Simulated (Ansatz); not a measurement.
# TaN: stress in a strained cell

TaN is deformed so: zz strain of -2 %. What stress and forces result, by LAPW, PAW and all-electron datasets made for the crystal?

Method: DFT LDA, scalar-relativistic, in Ansatz 0.2.0.

2 further runs of the same task are left out: 2 set aside as unsound or not needed.

### 1 The structure to begin with

The structure is hexagonal, space group P-6m2 (No. 187). Conventional cell: a = 2.938 Å, b = 2.938 Å, c = 2.883 Å, α = 90.00°, β = 90.00°, γ = 120.00°. Around Ta (site symmetry -6m2) lie 6 N at 2.23 Å. N (site symmetry -6m2) has 6 Ta at 2.23 Å as nearest neighbours.

Structure file:

```xyz
2
Lattice="2.9380 0.0000 0.0000 -1.4690 2.5444 0.0000 0.0000 0.0000 2.8830" Properties=species:S:1:pos:R:3 pbc="T T T"
Ta    0.0000    1.6963    1.4415
N     0.0000    0.0000    0.0000
```

Atoms are numbered in the order of the input: Ta1, N2.

### 2 After the deformation

Space group P-6m2 before, P-6m2 after.

### 3 All-electron LAPW

File input.yaml:

```yaml
crystal:
  lattice:
    - [2.9379988584, 0.0, 0.0]
    - [-1.4689994292, 2.5443816477, 0.0]
    - [0.0, 0.0, 2.82534]
  atoms:
    - { symbol: Ta, position: [0.3333333333, 0.6666666667, 0.5] }
    - { symbol: "N", position: [0.0, 0.0, 0.0] }
kpoints:
  mp_grid: { grid: [12, 12, 10] }
  band_path:
    path:
      - [0.0, 0.0, 0.0]
      - [0.5, 0.0, 0.0]
      - [0.3333333333, 0.3333333333, 0.0]
      - [0.0, 0.0, 0.0]
      - [0.0, 0.0, 0.5]
      - [0.5, 0.0, 0.5]
      - [0.3333333333, 0.3333333333, 0.5]
      - [0.0, 0.0, 0.5]
      - [0.5, 0.0, 0.5]
    npoints: 5
scf:
  occupations: { method: fermi_dirac, width: 0.02 }
hamiltonian:
  xc: lda
  pseudopotentials: { kind: all_electron, lapw: { basis_error: 0.00025 } }
output:
  forces: true
  stress: true
  eigenvalues: true
```

Launch:

```sh
$ ansatz run input.yaml --threads 1 --pin off --max-ram 3072MiB --backend cpu --events-out ev --progress --plain --runs-dir out
```

### 4 PAW on the default files

File input.yaml:

```yaml
crystal:
  lattice:
    - [2.9379988584, 0.0, 0.0]
    - [-1.4689994292, 2.5443816477, 0.0]
    - [0.0, 0.0, 2.82534]
  atoms:
    - { symbol: Ta, position: [0.3333333333, 0.6666666667, 0.5] }
    - { symbol: "N", position: [0.0, 0.0, 0.0] }
kpoints:
  mp_grid: { grid: [12, 12, 10] }
scf:
  occupations: { method: fermi_dirac, width: 0.02 }
hamiltonian:
  xc: lda
  pseudopotentials: { kind: paw }
output:
  forces: true
  stress: true
  eigenvalues: true
  efg: { contact_densities: true }
```

### 5 Datasets made for this crystal

Changes to input.yaml since step 4:

```diff
@@ -14,3 +14,3 @@
   xc: lda
-  pseudopotentials: { kind: paw }
+  pseudopotentials: { kind: all_electron, datasets: crystal }
 output:
```

(Steps that only read results are left out.)

Q: Predict the outcome of this session. Wanted: pressure; largest shear or deviatoric stress.

As calculated:

```
                                 quantity                                              value
                                 pressure  LAPW -3.90, PAW -3.88, crystal datasets -3.90 GPa
largest shear or deviatoric stress (LAPW)                                           8.42 GPa
```

Against the undeformed cell the largest change of stress is +17.09 GPa, in the zz component, with the atoms carried along and not relaxed. PAW: stress within 0.07 GPa of LAPW. Crystal datasets: stress within 0.01 GPa of LAPW. Spin-orbit coupling is left out, though the cell holds Ta; in elements this heavy it can shift bands and gaps by tenths of an eV.
